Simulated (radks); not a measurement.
**The Coulomb parameter U of the 3d shell of Sc⁺**

The task here is to estimate one member of a computed series from the others.

Method: Dirac Kohn-Sham, PBE, spin-unpolarised, spherical densities, finite nucleus; open shells are shared between the two j in proportion to 2j + 1. Code: radks (a radial shooting solver on a logarithmic mesh, Libxc functionals) version 1.

### The system

```
element            : scandium (Z = 21)
charge             : +1
electrons          : 20
configuration      : [Ar] 3d0.5 4s1.5
nuclear rms radius : 3.5459 fm
```

Set-up of the first run:

Settings of this run:

```text
Z 21
configuration [Ar] 3d0.5 4s1.5
relativity Dirac
functional pbe,pbe
spin unpolarised
j_filling average
nucleus finite rms 3.5459 fm
c 137.035999084
```

Steps of the session up to this table: Start: [Ar] 3d0.5 4s1.5.

One of the session's tables, all rows but one given; the rest of the session is left out.

It belongs to the step «Start: [Ar] 3d0.5 4s1.5». Radial moments (bohr):

```
level     <r>  outermost maximum (interpolated)  90 % within  nodes
2p1/2  0.3059                             0.231        0.504      0
2p3/2  0.3085                             0.233        0.508      0
3s1/2   1.069                             0.925         1.60      2
3p1/2   1.150                             0.960         1.77      1
3p3/2   1.158                             0.967         1.78      1
3d3/2   1.586                              1.06         2.73      0
3d5/2       ?                                 ?            ?      ?
4s1/2   3.265                              2.86         4.80      3
```

**Question.** Estimate the row for 3d5/2.

The run gave: <r>: 1.589; outermost maximum (interpolated): 1.06; 90 % within: 2.74; nodes: 0. In the column «<r>» it lies between 3d3/2 (1.586) and 4s1/2 (3.265).
